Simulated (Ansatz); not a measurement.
# C6H6Co: the cost of one run

Computed with Ansatz 0.2.0 (the levels named in each step, unless a step's input says otherwise).

## (1) The system as given

Bond lengths (14 of 15 bonds, heavy atoms first): C1–C2 1.223 Å, C3–C4 1.223 Å, C5–C6 1.223 Å, C1–Co7 2.109 Å, C2–Co7 2.109 Å, C3–Co7 2.108 Å, C4–Co7 2.108 Å, C5–Co7 2.109 Å, C6–Co7 2.108 Å, C1–H8 1.065 Å, C2–H9 1.065 Å, C3–H10 1.065 Å, C4–H11 1.065 Å, C5–H12 1.065 Å. Angles (14 of 33 angles, heavy atoms first): C1–C2–Co7 73.1°, C2–C1–Co7 73.1°, C3–C4–Co7 73.1°, C4–C3–Co7 73.1°, C5–C6–Co7 73.2°, C6–C5–Co7 73.1°, C1–Co7–C2 33.7°, C1–Co7–C3 98.3°, C1–Co7–C4 115.8°, C1–Co7–C5 115.8°, C1–Co7–C6 144.7°, C2–Co7–C3 115.8°, C2–Co7–C4 144.7°, C2–Co7–C5 98.3°.

Coordinates:

```xyz
13

C    -1.3732   -0.5340    1.5085
C    -1.9652   -0.6236    0.4420
C     0.5514    1.8941    0.7448
C     1.5841    1.2544    0.6029
C     0.5064   -1.5274   -1.3628
C     0.6966   -0.4636   -1.9355
Co    0.0005    0.0005   -0.0003
H    -1.1029   -0.5291    2.5382
H    -2.6866   -0.7849   -0.3241
H    -0.1739    2.6423    0.9626
H     2.5979    0.9316    0.5672
H     0.4200   -2.5570   -1.1064
H     0.9455    0.2970   -2.6375
```

## (2) A rough first relaxation, PBE-D4/def2-SVP

This run stands in another session on the same molecule. It ended at:

```xyz
13

C    -1.3913   -0.2133    1.4268
C    -1.7542   -0.8776    0.4112
C     0.5119    1.6693    0.9851
C     1.5008    1.2983    0.2859
C     0.1926   -1.4247   -1.3970
C     0.9399   -0.4518   -1.7121
Co    0.0002    0.0001   -0.0001
H    -1.4677    0.1829    2.4421
H    -2.4062   -1.5259   -0.1789
H    -0.0368    2.3072    1.6819
H     2.5151    1.3475   -0.1172
H    -0.2636   -2.4115   -1.5062
H     1.6596    0.0999   -2.3217
```

## (3) Relaxation, PBE0-D4/def2-TZVP

File input.yaml:

```yaml
crystal:
  periodic: [false, false, false]
  atoms:
    - { symbol: C, position_ang: [-1.39127669, -0.21329142, 1.42677084] }
    - { symbol: C, position_ang: [-1.75417286, -0.87758769, 0.41119905] }
    - { symbol: C, position_ang: [0.51194857, 1.66928777, 0.98510157] }
    - { symbol: C, position_ang: [1.50080054, 1.29829444, 0.28586432] }
    - { symbol: C, position_ang: [0.19262926, -1.4247274, -1.39699958] }
    - { symbol: C, position_ang: [0.93994283, -0.451768, -1.71208612] }
    - { symbol: Co, position_ang: [0.00015255, 0.00013456, -0.00013363] }
    - { symbol: H, position_ang: [-1.46767809, 0.18290065, 2.44214325] }
    - { symbol: H, position_ang: [-2.40615965, -1.52593154, -0.17893291] }
    - { symbol: H, position_ang: [-0.03684162, 2.30723359, 1.68191275] }
    - { symbol: H, position_ang: [2.51514777, 1.34746947, -0.11719319] }
    - { symbol: H, position_ang: [-0.2635664, -2.41146022, -1.5062408] }
    - { symbol: H, position_ang: [1.65957379, 0.09993579, -2.32165555] }
magnetization:
  spin_polarized: true
  initial_magnetization: 2
total_charge: 1
basis:
  gaussian: { orbitals: def2-TZVP }
hamiltonian:
  xc: pbe0
  dispersion: d4
relax:
  f_tol: 0.004
  max_steps: 150
```

Command:

```console
ansatz run input.yaml --threads 4 --pin off --max-ram 10240MiB --backend cpu --events-out ev --progress --plain --runs-dir out
```

**Question.** How long does this run take on 4 threads of Intel Xeon at 2.70GHz, shared host, and how much memory does it need?

About 5 min, with a peak of 1.8 GiB.
